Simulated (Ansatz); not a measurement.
# CH6O2Si: small, medium and large basis sets

How large a basis does CH6O2Si need? Two functionals are run in growing sets.

Program: Ansatz 0.2.0, Gaussian basis. Level of theory: one geometry, several basis sets. These are calculated values, not measurements.

The runs, in order: PBE0-D4/def2-SVP; ωB97M-V/def2-SVP; PBE0-D4/def2-QZVPP; ωB97M-V/def2-QZVPP; the functionals' def2-TZVPP values are taken from earlier runs.

## Step 1: The geometry

All runs share one geometry, relaxed beforehand with PBE0-D4 in a triple-zeta def2 set.

10 atoms, charge 0, spin multiplicity 1.

Atoms are counted from 1 here; the program's logs count them from 0.

Bond lengths: O1–C2 1.381 Å, O1–H5 0.962 Å, C2–O3 1.405 Å, C2–H6 1.101 Å, C2–H7 1.095 Å, O3–Si4 1.645 Å, Si4–H8 1.480 Å, Si4–H9 1.489 Å, Si4–H10 1.490 Å. Angles: C2–O1–H5 108.3°, O1–C2–O3 110.1°, O1–C2–H6 111.6°, O1–C2–H7 106.1°, O3–C2–H6 108.9°, O3–C2–H7 110.7°, H6–C2–H7 109.4°, C2–O3–Si4 124.2°, O3–Si4–H8 106.4°, O3–Si4–H9 110.7°, O3–Si4–H10 110.9°, H8–Si4–H9 110.6°, H8–Si4–H10 110.2°, H9–Si4–H10 108.1°.

## Step 2: PBE0-D4 in def2-SVP

Input file in.yaml:

```yaml
crystal:
  periodic: [false, false, false]
  atoms:
    - {symbol: O, position_ang: [0.863681, 1.105979, -1.833044]}
    - {symbol: C, position_ang: [0.545707, 0.829062, -0.517888]}
    - {symbol: O, position_ang: [-0.132726, -0.398728, -0.432623]}
    - {symbol: Si, position_ang: [-0.562717, -1.122374, 0.981169]}
    - {symbol: H, position_ang: [0.045416, 1.170088, -2.334717]}
    - {symbol: H, position_ang: [-0.085889, 1.616942, -0.078214]}
    - {symbol: H, position_ang: [1.497732, 0.783024, 0.022068]}
    - {symbol: H, position_ang: [-1.233774, -2.388962, 0.613607]}
    - {symbol: H, position_ang: [0.636277, -1.390490, 1.822174]}
    - {symbol: H, position_ang: [-1.490708, -0.255639, 1.760470]}
basis:
  gaussian: {orbitals: def2-SVP}
hamiltonian: {xc: pbe0, dispersion: d4}
output: {orbitals: {seedname: orbitals}}
```

On the command line:

```bash
$ ansatz run in.yaml --threads 2 --pin off --events-out ev --progress --plain --max-ram 4352MiB
```

Standard output:

```text
Functional definition: PBE0
  name "PBE0"
  cite "Adamo & Barone, J. Chem. Phys. 110, 6158 (1999) doi:10.1063/1.478522"
  cite "Perdew, Burke & Ernzerhof, Phys. Rev. Lett. 77, 3865 (1996) doi:10.1103/PhysRevLett.77.3865"
  parent pbe
  parameter a = 0.25
  parameter kappa = 0.804
  parameter beta = 0.06672455060314922
  exchange = (1 - a)*pbe_x(kappa = kappa, mu = beta*pi^2/3) + a*exact_x
  correlation = pbe_c(beta = beta)
988 factors; their error is unknown
mean field evaluation 1: about -13087.0715 eV, gradient 4.8e1 eV
mean field evaluation 2: about -13082.8422 eV, gradient 6.9e1 eV
mean field evaluation 4: about -13091.2100 eV, gradient 3.3e0 eV
mean field evaluation 8: about -13091.2274 eV, gradient 2.4e-2 eV
mean field -13091.28110600 eV, -481.0957070565 hartree, gradient 8.4e-5 eV, S^2 0.000000; 0 other end points of the search recorded, 0 dependent functions left out
reference -13091.28113089 eV, -481.0957079710 hartree; 21, 21 occupied and 69, 69 virtual orbitals, 988 factors
Total energy: -13091.41260496 eV, -481.1005395541 hartree
```

Run time: 1.2 s. Hardware: 2 threads of Arm Neoverse V1, shared host.

## Step 3: ωB97M-V in def2-SVP

in.yaml: that of step 2 with these lines changed.

```diff
@@ -15,3 +15,3 @@
   gaussian: {orbitals: def2-SVP}
-hamiltonian: {xc: pbe0, dispersion: d4}
+hamiltonian: {xc: {name: wB97M-V}}
 output: {orbitals: {seedname: orbitals}}
```

The command is unchanged.

Standard output, shortened:

```text
Functional definition: wB97M-V
  name "wB97M-V"
  cite "Mardirossian & Head-Gordon, J. Chem. Phys. 144, 214110 (2016) doi:10.1063/1.4952647"
  cite "Becke, J. Chem. Phys. 107, 8554 (1997) doi:10.1063/1.475007"
  cite "Vydrov & Van Voorhis, J. Chem. Phys. 133, 244103 (2010) doi:10.1063/1.3521275"
  # Of w^i u^j: cxij and so on, Table III.
[...]
  gx(w, u) = 1 - cx + cx01*u + cx10*w
  gss(w, u) = css00 + css04*u^4 + css10*w + css20*w^2 + css43*w^4*u^3
  gos(w, u) = cos00 + cos10*w + (cos20 + cos21*u)*w^2 + (cos60 + cos61*u)*w^6
[...]
      + integral(e_c_pw_mod_opposite_spin*gos(b97_w_opposite, b97_u_opposite)) + vv10(b, c)
988 factors; their error is unknown
265 factors; integrals over basis functions are off by at most 9.4e-6 eV
[...]
mean field -13097.60064280 eV, -481.3279457502 hartree, gradient 4.8e-5 eV, S^2 0.000000; 0 other end points of the search recorded, 0 dependent functions left out
reference -13097.60068370 eV, -481.3279472534 hartree; 21, 21 occupied and 69, 69 virtual orbitals, 988 factors
Total energy: -13097.60068370 eV, -481.3279472534 hartree
```

Run time: 4.6 s. Hardware: 2 threads of Arm Neoverse V1, shared host.

## Step 4: PBE0-D4 in def2-QZVPP

in.yaml: that of step 3 with these lines changed.

```diff
@@ -14,4 +14,4 @@
 basis:
-  gaussian: {orbitals: def2-SVP}
-hamiltonian: {xc: {name: wB97M-V}}
+  gaussian: {orbitals: "def2-QZVPP.json"}
+hamiltonian: {xc: pbe0, dispersion: d4}
 output: {orbitals: {seedname: orbitals}}
```

Launched as before.

Standard output:

```text
Functional definition: PBE0
  name "PBE0"
  cite "Adamo & Barone, J. Chem. Phys. 110, 6158 (1999) doi:10.1063/1.478522"
  cite "Perdew, Burke & Ernzerhof, Phys. Rev. Lett. 77, 3865 (1996) doi:10.1103/PhysRevLett.77.3865"
  parent pbe
  parameter a = 0.25
  parameter kappa = 0.804
  parameter beta = 0.06672455060314922
  exchange = (1 - a)*pbe_x(kappa = kappa, mu = beta*pi^2/3) + a*exact_x
  correlation = pbe_c(beta = beta)
1292 factors; their error is unknown
mean field evaluation 1: about -13095.2439 eV, gradient 5.9e1 eV
mean field evaluation 2: about -13086.8323 eV, gradient 9.1e1 eV
mean field evaluation 4: about -13100.9922 eV, gradient 4.8e0 eV
mean field evaluation 8: about -13101.0310 eV, gradient 3.8e-1 eV
mean field -13101.03116054 eV, -481.4540149521 hartree, gradient 3.2e-5 eV, S^2 0.000000; 0 other end points of the search recorded, 0 dependent functions left out
reference -13101.03119945 eV, -481.4540163820 hartree; 21, 21 occupied and 400, 400 virtual orbitals, 1292 factors
Total energy: -13101.16267353 eV, -481.4588479651 hartree
```

It took 9.5 s on 2 threads of Arm Neoverse V1, shared host; peak memory 1.1 GiB.

## Step 5: ωB97M-V in def2-QZVPP

in.yaml: that of step 4 with these lines changed.

```diff
@@ -15,3 +15,3 @@
   gaussian: {orbitals: "def2-QZVPP.json"}
-hamiltonian: {xc: pbe0, dispersion: d4}
+hamiltonian: {xc: {name: wB97M-V}}
 output: {orbitals: {seedname: orbitals}}
```

Same command.

Standard output, shortened:

```text
Functional definition: wB97M-V
  name "wB97M-V"
  cite "Mardirossian & Head-Gordon, J. Chem. Phys. 144, 214110 (2016) doi:10.1063/1.4952647"
  cite "Becke, J. Chem. Phys. 107, 8554 (1997) doi:10.1063/1.475007"
  cite "Vydrov & Van Voorhis, J. Chem. Phys. 133, 244103 (2010) doi:10.1063/1.3521275"
  # Of w^i u^j: cxij and so on, Table III.
[...]
  gx(w, u) = 1 - cx + cx01*u + cx10*w
  gss(w, u) = css00 + css04*u^4 + css10*w + css20*w^2 + css43*w^4*u^3
  gos(w, u) = cos00 + cos10*w + (cos20 + cos21*u)*w^2 + (cos60 + cos61*u)*w^6
[...]
      + integral(e_c_pw_mod_opposite_spin*gos(b97_w_opposite, b97_u_opposite)) + vv10(b, c)
1272 factors; their error is unknown
339 factors; integrals over basis functions are off by at most 1.2e-5 eV
[...]
mean field -13107.53068143 eV, -481.6928679393 hartree, gradient 2.5e-5 eV, S^2 0.000000; 0 other end points of the search recorded, 0 dependent functions left out
reference -13107.53074442 eV, -481.6928702541 hartree; 21, 21 occupied and 400, 400 virtual orbitals, 1272 factors
Total energy: -13107.53074442 eV, -481.6928702541 hartree
```

It took 24 s on 2 threads of Arm Neoverse V1, shared host; peak memory 1.4 GiB.

## Step 6: Density functionals: the series

The def2-TZVPP values come from earlier runs at the same geometry.

| functional | basis | functions | energy (eV) | from the largest (eV) | HOMO (eV) | LUMO (eV) |
| --- | --- | --- | --- | --- | --- | --- |
| PBE0-D4 | def2-SVP | 90 | -13091.4126 | 9.750 | -8.02 | 0.77 |
| PBE0-D4 | def2-TZVPP | 219 | -13100.5801 | 0.583 | -8.18 | 0.24 |
| PBE0-D4 | def2-QZVPP | 421 | -13101.1627 | 0.000 | -8.23 | 0.05 |
| ωB97M-V | def2-SVP | 90 | -13097.6007 | 9.930 | -10.41 | 2.67 |
| ωB97M-V | def2-TZVPP | 219 | -13106.9801 | 0.551 | -10.59 | 1.87 |
| ωB97M-V | def2-QZVPP | 421 | -13107.5307 | 0.000 | -10.63 | 1.42 |

## Step 7: Summary of results

```
                                       quantity          value
PBE0-D4: double and triple zeta above quadruple  9.75, 0.58 eV
ωB97M-V: double and triple zeta above quadruple  9.93, 0.55 eV
```

In words: PBE0-D4 gains 9.17 eV from double to triple zeta, then 0.58 eV more. Total energies overstate the basis error of differences, where much of it tends to cancel. The LUMO of ωB97M-V is positive and keeps falling with the basis (2.67 to 1.42 eV): an unbound level that the basis holds in place.

For PBE0-D4 the largest set took about 8 times as long as the smallest (9.5 s against 1.2 s).
